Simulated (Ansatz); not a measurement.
# NbTe (zincblende): the equilibrium volume

Aim: the volume at which the pressure of NbTe (zincblende) vanishes. The start comes from a prototype table, not from a measured structure.

Method: DFT PBE, scalar-relativistic, plane waves, PAW, in Ansatz 0.2.0.

### 1 Starting point

It takes space group F-43m (No. 216, cubic). Conventional cell: a = 6.274 Å, b = 6.274 Å, c = 6.274 Å, α = 90.00°, β = 90.00°, γ = 90.00°. Nb (site symmetry -43m) has 4 Te at 2.72 Å as nearest neighbours. Te (site symmetry -43m) has 4 Nb at 2.72 Å as nearest neighbours.

Structure file:

```cif
data_structure
_symmetry_space_group_name_H-M 'P 1'
_symmetry_Int_Tables_number 1
_cell_length_a 4.4362
_cell_length_b 4.4362
_cell_length_c 4.4362
_cell_angle_alpha 60.000
_cell_angle_beta 60.000
_cell_angle_gamma 60.000
_cell_volume 61.73
loop_
_atom_site_label
_atom_site_type_symbol
_atom_site_fract_x
_atom_site_fract_y
_atom_site_fract_z
_atom_site_occupancy
Nb1 Nb 0.00000 0.00000 0.00000 1
Te1 Te 0.25000 0.25000 0.25000 1
```

Starting moments: Nb 2.00 μB.

### 2 The first run

Contents of input.yaml:

```yaml
crystal:
  lattice:
    - [0.0, 3.1368594826, 3.1368594826]
    - [3.1368594826, 0.0, 3.1368594826]
    - [3.1368594826, 3.1368594826, 0.0]
  atoms:
    - { symbol: Nb, position: [0.0, 0.0, 0.0], spin: 2.0 }
    - { symbol: Te, position: [0.25, 0.25, 0.25] }
basis:
  ecutwfc: 420
  ecutrho_ratio: 4
kpoints:
  mp_grid: { grid: [10, 10, 10] }
hamiltonian:
  xc: pbe
scf:
  occupations: { method: gaussian, width: 0.05 }
output:
  forces: true
  stress: true
  eigenvalues: true
  populations: true
magnetization:
  spin_polarized: true
```

After this run come: A step to a new volume; A step to a new volume.

What does the calculation give? Wanted: volume; pressure; conventional cell; gap on the mesh; spin moments in spheres.

The runs gave:

```
               quantity                                                                      value
                 volume                                                             32.299 Å³/atom
               pressure                                                                   0.01 GPa
      conventional cell  a = 6.369 Å, b = 6.369 Å, c = 6.369 Å, α = 90.00°, β = 90.00°, γ = 90.00°
        gap on the mesh                                                               none (metal)
spin moments in spheres                                                                 Nb 1.51 μB
```

What this shows: From the first run shown, the volume went from 30.87 to 32.30 Å³/atom (+4.6 %) in 3 runs, where the pressure is zero within 0.01 GPa. Spin–orbit coupling is left out, though the cell holds Te; it can open a gap where p bands cross.
